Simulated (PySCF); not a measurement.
# [Ho(H2O)]3+: other functionals and bases at one geometry

Aim: see how levels, charges and forces of [Ho(H2O)]3+ depend on the level of theory. It is a constructed species; whether it can be made isn't addressed.

Computed with PySCF 2.14.0. Level: several levels, as the steps say, no spin–orbit coupling.

1 further run of the same task is left out (for a known fault of the program).

**1. The system as given**

4 atoms, charge 3, spin multiplicity 1.

Bond lengths: Ho1–O2 2.157 Å, O2–H3 1.004 Å, O2–H4 1.004 Å. Angles: Ho1–O2–H3 128.9°, Ho1–O2–H4 128.9°, H3–O2–H4 102.1°.

As a file:

```
Ho    0.0000    0.0000   -0.0581
O     0.0000    0.0000    2.0989
H     0.7806    0.0000    2.7296
H    -0.7806    0.0000    2.7296
```

Formal oxidation states: Ho +3. Each metal's 10 4f electrons lie in its core potential, so multiplicities, spins and levels count the valence alone. An earlier session relaxed this geometry at PBE0, Ho lcecp-1-SVP with ECP56, O def2-SVP, H def2-SVP (singlet, point group C2v).

At PBE0 on the finer grid: E = -112.585270 Eh, HOMO -28.37 eV, LUMO -20.74 eV, Mulliken charge on Ho1 +2.54 e, largest force component 0.005 eV/Å. 

Levels to run: M06-L; B3LYP; PBE0, TZVP. Hardware: 2 threads of Arm Neoverse V2, shared host.

**2. M06-L**

run.py (the lines that set the calculation)

```python
mol = gto.M(atom='''
Ho     0.00000     0.00000    -0.05812
O      0.00000     0.00000     2.09891
H      0.78056     0.00000     2.72965
H     -0.78056     0.00000     2.72965''',
    basis={'Ho': 'lcecp-1-SVP', 'O': 'def2-SVP', 'H': 'def2-SVP'},
    ecp={'Ho': 'lcecp-1-SVP'},
    charge=3, spin=0)
mf = dft.RKS(mol, xc='M06L')
mf.grids.atom_grid = (75, 302)  # f atoms: unpruned, at least (60, 302)
mf = mf.density_fit()  # fitting sets: Ho AutoAux, O def2-universal-JKFIT, H def2-universal-JKFIT
mf.conv_tol = 1e-08; mf.max_cycle = 55
mf.kernel(dm0)  # dm0: the density of the relaxed state
```

On the command line:

```sh
$ OMP_NUM_THREADS=2 python run.py
```

**3. B3LYP**

Changes to run.py (the lines that set the calculation) since step 2:

```diff
@@ -8,3 +8,3 @@
     charge=3, spin=0)
-mf = dft.RKS(mol, xc='M06L')
+mf = dft.RKS(mol, xc='B3LYP')
 mf.grids.atom_grid = (75, 302)  # f atoms: unpruned, at least (60, 302)
```

**4. PBE0, TZVP**

Basis: Ho lcecp-1-TZVP with ECP56, O def2-TZVP, H def2-TZVP. 

run.py (the lines that set the calculation)

```python
mol = gto.M(atom='''
Ho     0.00000     0.00000    -0.05812
O      0.00000     0.00000     2.09891
H      0.78056     0.00000     2.72965
H     -0.78056     0.00000     2.72965''',
    basis={'Ho': 'lcecp-1-TZVP', 'O': 'def2-TZVP', 'H': 'def2-TZVP'},
    ecp={'Ho': 'lcecp-1-TZVP'},
    charge=3, spin=0)
mf = dft.RKS(mol, xc='PBE0')
mf.grids.atom_grid = (75, 302)  # f atoms: unpruned, at least (60, 302)
mf = mf.density_fit()  # fitting sets: Ho AutoAux, O def2-universal-JKFIT, H def2-universal-JKFIT
mf.conv_tol = 1e-08; mf.max_cycle = 55
mf.kernel(dm0)  # dm0: free metal ions and neutral atoms
```

Q: Predict the outcome of this session. Wanted: for each run, HOMO; gap; charge on Ho1; dipole; largest force.

As calculated:

| level | state | HOMO (eV) | gap (eV) | charge on Ho1 (e) | dipole (D) | largest force (eV/Å) | basis functions | time |
| --- | --- | --- | --- | --- | --- | --- | --- | --- |
| PBE0 (relaxed here) | singlet | -28.37 | 7.63 | 2.54 | 3.34 | 0.01 | 57 | 2.7 s |
| M06-L | singlet | -26.90 | 5.71 | 2.57 | 3.27 | 0.31 | 57 | 2 s |
| B3LYP | singlet | -28.08 | 6.93 | 2.53 | 3.43 | 0.16 | 57 | 1.2 s |
| PBE0, TZVP | singlet | -28.34 | 7.62 | 2.63 | 3.41 | 0.31 | 90 | 4.1 s |

Times are on 2 threads of Arm Neoverse V2, shared host; the first row also made further properties. The dipole of a charged species depends on the origin, so these sizes hold for this origin alone.

In one basis the HOMO–LUMO gap runs from 5.71 eV (M06-L) to 7.63 eV (PBE0). The largest leftover force, 0.31 eV/Å with M06-L, stands at a geometry relaxed at another level. The Mulliken charge on Ho spans +2.53 to +2.63 e over the levels. With 4f in the core, its levels are missing from HOMO and gap. Total energies of different levels can't be compared. Spin–orbit coupling is left out throughout.
